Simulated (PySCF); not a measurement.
# One shape, several levels: CH5GaS2 (SMILES [CH3][Ga]([SH])[SH])

Aim: a comparison of 3 runs (B2PLYP/pc-0, B2PLYP/pc-1, B2PLYP/aug-pc-1) of CH5GaS2. 

The results are computed with PySCF 2.14.0.

### 1 The system as given

The species is CH5GaS2 (9 atoms), meant as a singlet with charge 0. As SMILES, `[CH3][Ga]([SH])[SH]`. Geometry: a GFN2-xTB relaxation, a rough one for these elements and not checked as a minimum. This is one conformer, not always the lowest.

Bond lengths: C1–Ga2 2.045 Å, Ga2–S3 2.239 Å, Ga2–S4 2.253 Å, C1–H5 1.093 Å, C1–H6 1.093 Å, C1–H7 1.091 Å, S3–H8 1.331 Å, S4–H9 1.326 Å. Some angles: C1–Ga2–S3 123.5°, C1–Ga2–S4 121.3°, S3–Ga2–S4 115.2°, Ga2–C1–H5 110.3°, Ga2–C1–H6 111.0°, Ga2–C1–H7 109.4°, Ga2–S3–H8 91.6°, Ga2–S4–H9 92.1°, H5–C1–H6 108.5°, H5–C1–H7 108.6°.

### 2 The energy at B2PLYP/pc-0 (run 1)

calc.py reads:

```python
# [CH3][Ga]([SH])[SH]
from pyscf import gto, dft, mp

mol = gto.M(
    atom='''
C      0.142958     2.261927    -1.876309
Ga     0.337411    -0.824053     0.442139
S      3.525492    -3.605427     0.367552
S     -2.738213    -1.668383     3.261970
H     -1.241928     1.943886    -3.375826
H     -0.413094     3.946882    -0.818629
H      1.986329     2.587999    -2.741426
H      2.448991    -4.996322     2.166080
H     -4.047945     0.353492     2.574431
''',
    unit='bohr',
    spin=0,
    basis='pc-0',
    verbose=4,
    max_memory=1860,
)

mf = dft.RKS(mol)
mf.xc = '0.53*HF + 0.47*B88, 0.73*LYP'
mf.conv_tol = 1e-10
mf.grids.level = 4
mf.kernel()
if not mf.converged:
    mf = mf.newton().run(mf.mo_coeff, mf.mo_occ)

pt = mp.MP2(mf, frozen=20).run()
energy = mf.e_tot + 0.27 * pt.e_corr
print('PT2 part  %.8f' % (0.27 * pt.e_corr))
print('Final energy', energy)
```

Started as:

```
OMP_NUM_THREADS=1 python calc.py
```

Log:

```text
PySCF version 2.14.0

[... 79 lines left out ...]
converged SCF energy = -2759.51125531579
[... 1 line left out ...]
******** <class 'pyscf.mp.mp2.RMP2'> ********
nocc = 17, nmo = 47
frozen orbitals 20
E(RMP2) = -2759.78323768346  E_corr = -0.27198236766402
E(SCS-RMP2) = -2759.79122688188  E_corr = -0.279971566082005
E_corr(same-spin) = -0.0535468559017146
E_corr(oppo-spin) = -0.218435511762306
PT2 part  -0.07343524
Final energy -2759.5846905550634
```

Wall time 17 s (1 thread of Intel Xeon Platinum 8259CL at 2.50GHz (Skylake/Cascade Lake), shared host); peak memory 0.37 GiB.

### 3 A single-point energy at B2PLYP/pc-1 (run 2)

input.py reads:

```python
from pyscf import gto, dft, mp

molecule = gto.M(
    atom='''
C    0.075650   1.196960  -0.992900
Ga   0.178550  -0.436070   0.233970
S    1.865610  -1.907910   0.194500
S   -1.449000  -0.882870   1.726160
H   -0.657200   1.028660  -1.786410
H   -0.218600   2.088600  -0.433200
H    1.051120   1.369510  -1.450700
H    1.295950  -2.643940   1.146240
H   -2.142080   0.187060   1.362330
''',
    basis='pc-1',
    max_memory=1860,
    verbose=3,
)

ks = dft.RKS(molecule, xc='0.53*HF + 0.47*B88, 0.73*LYP')
ks.grids.level = 4
ks.conv_tol = 1e-10
ks.kernel()
if not ks.converged:
    ks = ks.newton().run(ks.mo_coeff, ks.mo_occ)

pt = mp.MP2(ks, frozen=20).run()
etot = ks.e_tot + 0.27 * pt.e_corr
print('PT2 part  %.8f' % (0.27 * pt.e_corr))
print(f'total energy: {etot:.8f} hartree')
```

Started as:

```
OMP_NUM_THREADS=1 python input.py
```

Log:

```text
converged SCF energy = -2761.42128018749
E(RMP2) = -2762.02655889876  E_corr = -0.605278711273698
E(SCS-RMP2) = -2762.0201799092  E_corr = -0.598899721715004
PT2 part  -0.16342525
total energy: -2761.58470544 hartree
```

Wall time 25 s (1 thread of Intel Xeon Platinum 8259CL at 2.50GHz (Skylake/Cascade Lake), shared host); peak memory 0.54 GiB.

### 4 A single-point energy at B2PLYP/aug-pc-1 (run 3)

calc.py reads:

```python
from pyscf import gto, dft, mp

mol = gto.M(
    atom=[
    ('C', (0.075650, 1.196960, -0.992900)),
    ('Ga', (0.178550, -0.436070, 0.233970)),
    ('S', (1.865610, -1.907910, 0.194500)),
    ('S', (-1.449000, -0.882870, 1.726160)),
    ('H', (-0.657200, 1.028660, -1.786410)),
    ('H', (-0.218600, 2.088600, -0.433200)),
    ('H', (1.051120, 1.369510, -1.450700)),
    ('H', (1.295950, -2.643940, 1.146240)),
    ('H', (-2.142080, 0.187060, 1.362330)),
],
    basis='aug-pc-1',
    max_memory=1860,
    verbose=3,
    charge=0,
)

mf = dft.RKS(mol, xc='0.53*HF + 0.47*B88, 0.73*LYP')
mf.grids.level = 4
mf.conv_tol = 1e-10
mf.kernel()
if not mf.converged:
    mf = mf.newton().run(mf.mo_coeff, mf.mo_occ)

pt = mp.MP2(mf, frozen=20).run()
e_final = mf.e_tot + 0.27 * pt.e_corr
print('PT2 part  %.8f' % (0.27 * pt.e_corr))
print(f'total energy: {e_final:.8f} hartree')
```

Started as:

```
OMP_NUM_THREADS=1 python calc.py
```

Log:

```text
converged SCF energy = -2761.43218264647
E(RMP2) = -2762.07970250682  E_corr = -0.647519860346904
E(SCS-RMP2) = -2762.07018516281  E_corr = -0.638002516333732
PT2 part  -0.17483036
total energy: -2761.60701301 hartree
```

It took 52 s on 1 thread of Intel Xeon Platinum 8259CL at 2.50GHz (Skylake/Cascade Lake), shared host; peak memory 1.2 GiB.

### 5 All runs side by side

```tsv
run	level	energy (Eh)	dipole moment (D)	HOMO energy (eV)	LUMO energy (eV)	wall time
1	B2PLYP/pc-0	-2759.584691	2.58	-8.46	0.12	17 s
2	B2PLYP/pc-1	-2761.584705	2.04	-8.36	0.17	25 s
3	B2PLYP/aug-pc-1	-2761.607013	1.91	-8.37	-0.20	52 s
```

### 6 Outcome

| quantity | value |
| --- | --- |
| run 3: total energy | -2761.60701 Eh |
| run 3: dipole moment (SCF part) | 1.91 D |
| run 3: HOMO energy (SCF part's orbitals) | -8.37 eV |
| run 3: LUMO energy (SCF part's orbitals) | -0.20 eV |
| run 3: HOMO–LUMO gap (SCF part's orbitals) | 8.16 eV |

What this shows: The dipole moment (its size) runs from 1.91 D (B2PLYP/aug-pc-1) to 2.58 D (B2PLYP/pc-0). A double hybrid's value is that of its SCF part. The HOMO–LUMO gap runs from 8.16 eV (B2PLYP/aug-pc-1) to 8.57 eV (B2PLYP/pc-0). All runs together took 93 s, the longest 52 s.
